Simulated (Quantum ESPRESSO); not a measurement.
# AlSn (P-6m2) in Quantum ESPRESSO: notebook

One crystal, AlSn, is run at these levels: PBE, PBEsol; tasks: energy-loss spectrum, phonons.

Program: Quantum ESPRESSO 7.5. These are calculated values, not measurements. Logs are shortened: lines on timing, memory, paths and dates and some standing lists are left out, and cuts for length are marked.

**1. Starting point**

Symmetry: P-6m2, No. 187, hexagonal system. Conventional cell: a = 4.198 Å, b = 4.198 Å, c = 3.307 Å, α = 90.00°, β = 90.00°, γ = 120.00°. Sn (site symmetry -6m2) has 6 Al at 2.93 Å and 2 Sn at 3.31 Å as nearest neighbours. Around Al (site symmetry -6m2) lie 6 Sn at 2.93 Å and 2 Al at 3.31 Å.

The cell comes from a database or a generator and needn't be the stable form of this composition.

**2. Energy-loss spectrum, PBE**

pw.in reads:

```
&CONTROL
  calculation = 'scf'
  prefix = 'pwscf'
  outdir = './tmp'
  pseudo_dir = './pseudo'
  tprnfor = .true.
  tstress = .true.
  disk_io = 'low'
/
&SYSTEM
  ibrav = 0
  celldm(1) = 8
  nat = 2
  ntyp = 2
  ecutwfc = 83
  nbnd = 15
  occupations = 'smearing'
  smearing = 'mv'
  degauss = 0.01469973
/
&ELECTRONS
  conv_thr = 4d-10
  electron_maxstep = 120
  mixing_beta = 0.5
  mixing_ndim = 2
/
ATOMIC_SPECIES
Sn   118.7100 Sn.upf
Al    26.9815 Al.upf
CELL_PARAMETERS alat
  0.9916587319908   0.0000000000000   0.0000000000000
 -0.4958293659836   0.8588016537730   0.0000000000000
  0.0000000000000   0.0000000000000   0.7811293957550
ATOMIC_POSITIONS crystal
Sn     0.3333333333    0.6666666667    0.5000000000
Al     0.0000000000    0.0000000000    0.0000000000
K_POINTS automatic
3 3 4 0 0 1
```

scf2.in reads:

```
&CONTROL
  calculation = 'scf'
  prefix = 'pwscf'
  outdir = './tmp'
  pseudo_dir = './pseudo'
  tprnfor = .true.
  tstress = .true.
  disk_io = 'low'
/
&SYSTEM
  ibrav = 0
  celldm(1) = 8
  nat = 2
  ntyp = 2
  ecutwfc = 83
  nbnd = 15
  occupations = 'smearing'
  smearing = 'mv'
  degauss = 0.01469973
/
&ELECTRONS
  conv_thr = 1d-11
  electron_maxstep = 120
  mixing_beta = 0.5
  mixing_ndim = 2
  startingpot = 'file'
  startingwfc = 'file'
/
ATOMIC_SPECIES
Sn   118.7100 Sn.upf
Al    26.9815 Al.upf
CELL_PARAMETERS alat
  0.9916587319908   0.0000000000000   0.0000000000000
 -0.4958293659836   0.8588016537730   0.0000000000000
  0.0000000000000   0.0000000000000   0.7811293957550
ATOMIC_POSITIONS crystal
Sn     0.3333333333    0.6666666667    0.5000000000
Al     0.0000000000    0.0000000000    0.0000000000
K_POINTS automatic
3 3 4 0 0 1
```

eels.in reads:

```
&LR_INPUT
  prefix = 'pwscf'
  outdir = './tmp'
  restart_step = 5000
  restart = .false.
/
&LR_CONTROL
  calculator = 'lanczos'
  approximation = 'RPA_with_CLFE'
  q1 = 0.2858561263
  q2 = 0.2858561263
  q3 = 0
  itermax = 600
/
```

spectrum.in reads:

```
&LR_INPUT
  prefix = 'pwscf'
  outdir = './tmp'
  eels = .true.
  itermax0 = 600
  itermax = 20000
  extrapolation = 'osc'
  epsil = 0.02
  units = 1
  start = 0
  end = 40
  increment = 0.2
/
```

spectrum_short.in reads:

```
&LR_INPUT
  prefix = 'pwscf'
  outdir = './tmp'
  eels = .true.
  itermax0 = 400
  itermax = 20000
  extrapolation = 'osc'
  epsil = 0.02
  units = 1
  start = 0
  end = 40
  increment = 0.2
/
```

Potentials or basis: Ansatz NC SR PBE.

On the command line:

```
> OMP_NUM_THREADS=1 pw.x -in pw.in > pw.out
> OMP_NUM_THREADS=1 pw.x -in scf2.in > scf2.out
> OMP_NUM_THREADS=1 turbo_eels.x -in eels.in > eels.out
> OMP_NUM_THREADS=1 turbo_spectrum.x -in spectrum.in > spectrum.out
> OMP_NUM_THREADS=1 turbo_spectrum.x -in spectrum_short.in > spectrum_short.out
```

pw.out:

```text
[... set-up lines left out ...]
     Self-consistent Calculation

     iteration #  1     ecut=    83.00 Ry     beta= 0.50
     Davidson diagonalization with overlap
     ethr =  1.00E-02,  avg # of iterations =  6.7

     Threshold (ethr) on eigenvalues was too large:
     Diagonalizing with lowered threshold

     Davidson diagonalization with overlap
     ethr =  7.15E-05,  avg # of iterations = 11.3

     total energy              =    -174.51199772 Ry
     estimated scf accuracy    <       0.01449876 Ry

     iteration #  2     ecut=    83.00 Ry     beta= 0.50
     Davidson diagonalization with overlap
     ethr =  8.53E-05,  avg # of iterations =  1.3

     total energy              =    -174.51218958 Ry
     estimated scf accuracy    <       0.00302868 Ry

     iteration #  3     ecut=    83.00 Ry     beta= 0.50
     Davidson diagonalization with overlap
     ethr =  1.78E-05,  avg # of iterations =  1.5

     total energy              =    -174.51234150 Ry
     estimated scf accuracy    <       0.00005943 Ry

     iteration #  4     ecut=    83.00 Ry     beta= 0.50
     Davidson diagonalization with overlap
     c_bands:  1 eigenvalues not converged
     ethr =  3.50E-07,  avg # of iterations =  9.7

     total energy              =    -174.51240971 Ry
     estimated scf accuracy    <       0.00001718 Ry

     iteration #  5     ecut=    83.00 Ry     beta= 0.50
     Davidson diagonalization with overlap
     ethr =  1.01E-07,  avg # of iterations =  3.7

     total energy              =    -174.51241293 Ry
     estimated scf accuracy    <       0.00000360 Ry

     iteration #  6     ecut=    83.00 Ry     beta= 0.50
     Davidson diagonalization with overlap
     ethr =  2.12E-08,  avg # of iterations =  2.0

     total energy              =    -174.51241337 Ry
     estimated scf accuracy    <       0.00000028 Ry

     iteration #  7     ecut=    83.00 Ry     beta= 0.50
     Davidson diagonalization with overlap
     ethr =  1.67E-09,  avg # of iterations =  5.0

     total energy              =    -174.51241370 Ry
     estimated scf accuracy    <       0.00000003 Ry

     iteration #  8     ecut=    83.00 Ry     beta= 0.50
     Davidson diagonalization with overlap
     ethr =  1.79E-10,  avg # of iterations =  5.3

     total energy              =    -174.51241372 Ry
     estimated scf accuracy    <          3.3E-09 Ry

     iteration #  9     ecut=    83.00 Ry     beta= 0.50
     Davidson diagonalization with overlap
     ethr =  1.94E-11,  avg # of iterations =  4.5

     End of self-consistent calculation

          k = 0.0000 0.0000 0.1600 (  4374 PWs)   bands (ev):

   -13.3396 -13.2307 -13.2307 -13.2004 -13.2004  -2.2157   8.0260   8.0260
     8.2021   9.2483  11.3027  11.3027  14.2094  15.8945  18.3608

          k = 0.0000 0.0000 0.4801 (  4356 PWs)   bands (ev):

   -13.2763 -13.2763 -13.2136 -13.1946 -13.1946  -0.4797   3.3038   9.7495
     9.7495  10.6130  12.1756  12.1757  13.6787  14.4947  14.4948

          k = 0.0000 0.3881 0.1600 (  4357 PWs)   bands (ev):

   -13.3333 -13.2363 -13.2321 -13.2019 -13.1857  -1.1281   3.2147   6.6929
     9.0048   9.6981  13.4165  14.7077  15.0237  16.8367  17.4250

          k = 0.0000 0.3881 0.4801 (  4356 PWs)   bands (ev):

   -13.2856 -13.2784 -13.2085 -13.1926 -13.1808   0.5934   4.3526   5.0517
     8.4468   8.5305  10.7863  11.9870  13.8284  16.9556  17.1252

          k = 0.3361 0.5822 0.1600 (  4323 PWs)   bands (ev):

   -13.3298 -13.2365 -13.2354 -13.1936 -13.1879   0.0273   1.9103   4.2988
    10.9654  11.8113  13.8424  14.0720  14.3135  14.6781  18.0033

          k = 0.3361 0.5822 0.4801 (  4341 PWs)   bands (ev):

   -13.2861 -13.2835 -13.2014 -13.1874 -13.1827   1.7132   3.6587   5.7891
     6.0621   7.0662   9.6894  15.1232  15.5359  15.8857  19.0621

     the Fermi energy is     8.4873 ev

!    total energy              =    -174.51241372 Ry
     estimated scf accuracy    <          3.5E-10 Ry
     smearing contrib. (-TS)   =      -0.00262820 Ry
     internal energy E=F+TS    =    -174.50978553 Ry

     The total energy is F=E-TS. E is the sum of the following terms:
     one-electron contribution =     -70.29776297 Ry
     hartree contribution      =      45.43125774 Ry
     xc contribution           =     -58.11181207 Ry
     ewald contribution        =     -91.53146823 Ry

     convergence has been achieved in   9 iterations

     Forces acting on atoms (cartesian axes, Ry/au):

     atom    1 type  1   force =     0.00000000    0.00000000    0.00000000
     atom    2 type  2   force =     0.00000000    0.00000000    0.00000000

     Total force =     0.000000     Total SCF correction =     0.000000

     Computing stress (Cartesian axis) and pressure

          total   stress  (Ry/bohr**3)                   (kbar)     P=       14.46
   0.00026456  -0.00000000   0.00000000           38.92       -0.00        0.00
  -0.00000000   0.00026456   0.00000000           -0.00       38.92        0.00
   0.00000000   0.00000000  -0.00023433            0.00        0.00      -34.47

=------------------------------------------------------------------------------=
   JOB DONE.
=------------------------------------------------------------------------------=
```

Wall time 6.7 min (1 thread of Arm Neoverse V1, shared host); peak memory 0.25 GiB.

Results:

* Free energy: -2374.3623 eV
* Pressure: 1.4 GPa
* Band gap on the k mesh: none (metal or under the smearing width)
* Peak of the energy-loss function: 15.0 eV

Stress tensor (GPa, compression positive):
```
 3.89  0.00  0.00
 0.00  3.89  0.00
 0.00  0.00 -3.44
```

Energy-loss function at q = [0.42426, 0.42426, 0.0] (Å⁻¹, cartesian):
| energy (eV) | loss |
| --- | --- |
| 0.0 | 0.000 |
| 1.8 | 0.008 |
| 3.4 | 0.072 |
| 5.2 | 0.122 |
| 7.0 | 0.164 |
| 8.6 | 0.228 |
| 10.4 | 0.362 |
| 12.2 | 0.733 |
| 13.8 | 2.240 |
| 15.6 | 3.140 |
| 17.4 | 0.779 |
| 19.0 | 0.357 |
| 20.8 | 0.218 |
| 22.4 | 0.187 |
| 24.2 | 0.185 |
| 26.0 | 0.148 |
| 27.6 | 0.120 |
| 29.4 | 0.124 |
| 31.2 | 0.145 |
| 32.8 | 0.136 |
| 34.6 | 0.102 |
| 36.4 | 0.083 |
| 38.0 | 0.077 |
| 39.8 | 0.076 |

Caveat: the k mesh is coarse (spacing up to 0.58 Å⁻¹), so the values aren't converged; the Lanczos chain is short for so many electrons, so humps in the spectrum may be artefacts.

[end of part 1 of 2]
